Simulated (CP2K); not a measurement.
Runs of CP2K 2026.2 on WAu. It takes space group F-43m (No. 216, cubic). Conventional cell: a = 5.818 Å, b = 5.818 Å, c = 5.818 Å, α = 90.00°, β = 90.00°, γ = 90.00°. Around W (site symmetry -43m) lie 4 Au at 2.52 Å. Au (site symmetry -43m) is surrounded by 4 W at 2.52 Å. The cell was built by a generator and needn't be a form met in nature.

```csv
level,gap on the mesh (eV),pressure (GPa)
WC,none,-1.9
LDA,none,(b)
HLE17,none,(a)
PBE,none,1.4
PW91,none,1.7
```

Alike in all rows: task single point; potentials or basis POTENTIAL_UZH W GTH-PBE-q14, Au GTH-PBE-q11; TZVP-MOLOPT-PBE-GTH basis; no spin polarisation; cell as given; k mesh 8 × 8 × 8; smearing fermi-dirac 0.05 eV.

Problem. Fill in the values left out.

Solution. (a) -7.9; (b) -4.1.

Caveats: the basis of atomic orbitals isn't converged, which shifts pressures, moduli and gaps; the potentials were made for another functional, which shifts forces and pressure (some runs); the potentials were made for a functional far from this one (some runs).

A k mesh can miss the band edges, and the runs leave out spin-orbit coupling on Au, W.

A gap of «none» marks a metal or a gap under the smearing width.
